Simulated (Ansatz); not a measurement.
**C₃H₁₀BN: a ladder of functionals and wavefunction methods**

The task here is to estimate one member of a computed series from the others.

Method: functionals in def2-TZVPP, the program's frozen cores in correlated methods; program: Ansatz 0.2.0, Gaussian basis.

Plan: LDA (SPW92), PBE-D4, revPBE-D4, BLYP-D4, r2SCAN-D4, B97M-V, PBE0-D4, B3LYP-D4, r2SCANh-D4, r2SCAN0-D4, HSE06-D4, BHLYP-D4, CAM-B3LYP-D4, LC-ωPBE, ωB97X-V, ωB97M-V, B2PLYP, PBE-QIDH; CCSD(T)/def2-SVP; CCSD(T)/def2-TZVPP; MP2/def2-QZVPP; extrapolation to the limit; RPA on PBE.

## The relaxed structure

The geometry comes from an earlier relaxation with PBE0-D4 in a triple-zeta def2 set; it is a stationary point, not always the lowest conformer.

15 atoms, charge 0, spin multiplicity 1.

Atoms are counted from 1 here; the program's logs count them from 0.

Bond lengths: B1–N2 1.386 Å, B1–H6 1.194 Å, B1–H7 1.198 Å, N2–C3 1.447 Å, N2–C4 1.455 Å, C3–H8 1.096 Å, C3–H9 1.088 Å, C3–H10 1.096 Å, C4–C5 1.510 Å, C4–H11 1.099 Å, C4–H12 1.099 Å, C5–H13 1.092 Å, C5–H14 1.091 Å, C5–H15 1.091 Å. Angles: N2–B1–H6 120.9°, N2–B1–H7 118.0°, H6–B1–H7 121.1°, B1–N2–C3 122.0°, B1–N2–C4 126.5°, C3–N2–C4 111.5°, N2–C3–H8 110.8°, N2–C3–H9 109.9°, N2–C3–H10 110.8°, H8–C3–H9 108.8°, H8–C3–H10 107.5°, H9–C3–H10 108.8°, N2–C4–C5 115.7°, N2–C4–H11 108.0°, N2–C4–H12 108.0°, C5–C4–H11 109.5°, C5–C4–H12 109.4°, H11–C4–H12 105.7° and more.

Set-up of the first run:

The input, in.yaml:

```yaml
crystal:
  periodic: [false, false, false]
  atoms:
    - {symbol: B, position_ang: [0.042819, -0.216513, 1.634720]}
    - {symbol: N, position_ang: [0.324847, -0.401819, 0.290684]}
    - {symbol: C, position_ang: [1.258705, -1.409044, -0.165291]}
    - {symbol: C, position_ang: [-0.241112, 0.342989, -0.823162]}
    - {symbol: C, position_ang: [-1.224090, 1.427390, -0.453113]}
    - {symbol: H, position_ang: [-0.730996, 0.619999, 1.989927]}
    - {symbol: H, position_ang: [0.599854, -0.920353, 2.428166]}
    - {symbol: H, position_ang: [2.086154, -0.951255, -0.719853]}
    - {symbol: H, position_ang: [1.664220, -1.950809, 0.686808]}
    - {symbol: H, position_ang: [0.766108, -2.122532, -0.836173]}
    - {symbol: H, position_ang: [-0.724615, -0.373738, -1.501138]}
    - {symbol: H, position_ang: [0.588299, 0.780823, -1.395365]}
    - {symbol: H, position_ang: [-1.575637, 1.914444, -1.365326]}
    - {symbol: H, position_ang: [-0.766427, 2.185544, 0.184337]}
    - {symbol: H, position_ang: [-2.090027, 1.024172, 0.074180]}
basis:
  gaussian: {orbitals: def2-TZVPP}
hamiltonian: {xc: lda}
output: {orbitals: {seedname: orbitals}}
```

Launch:

```
ansatz run in.yaml --threads 4 --pin off --events-out ev --progress --plain --max-ram 10444MiB
```

Among the steps run: LDA; PBE-D4 (GGA); revPBE-D4 (GGA); BLYP-D4 (GGA); r2SCAN-D4 (meta-GGA); B97M-V (meta-GGA); B3LYP-D4 (hybrid); r2SCANh-D4 (hybrid); r2SCAN0-D4 (hybrid); HSE06-D4 (hybrid); BHLYP-D4 (hybrid); CAM-B3LYP-D4 (range-separated); LC-ωPBE (range-separated); ωB97X-V (range-separated); ωB97M-V (range-separated); B2PLYP (double hybrid); PBE-QIDH (double hybrid).

One table of the session follows, with a row left open; its other results are not shown here.

It belongs to the step «Frontier levels by functional». 

| functional | HOMO (eV) | gap (eV) |
| --- | --- | --- |
| LDA (SPW92) | -6.32 | 5.39 |
| PBE-D4 | -6.18 | 5.47 |
| revPBE-D4 | -6.12 | 5.50 |
| BLYP-D4 | -6.05 | 5.45 |
| r2SCAN-D4 | -6.37 | 6.02 |
| B97M-V | -6.49 | 5.98 |
| PBE0-D4 | -7.39 | 7.60 |
| B3LYP-D4 | -7.18 | 7.15 |
| r2SCANh-D4 | -6.83 | 6.80 |
| r2SCAN0-D4 | -7.53 | 7.97 |
| HSE06-D4 | -6.99 | 6.83 |
| BHLYP-D4 | -8.53 | 9.62 |
| CAM-B3LYP-D4 | -8.76 | 9.95 |
| LC-ωPBE | -10.12 | 12.48 |
| ωB97X-V | ? | ? |
| ωB97M-V | -9.71 | 11.63 |

Estimate the missing values for ωB97X-V.

As computed: HOMO (eV): -9.77; gap (eV): 11.99. In the column «HOMO (eV)» it lies between LC-ωPBE (-10.12) and ωB97M-V (-9.71).
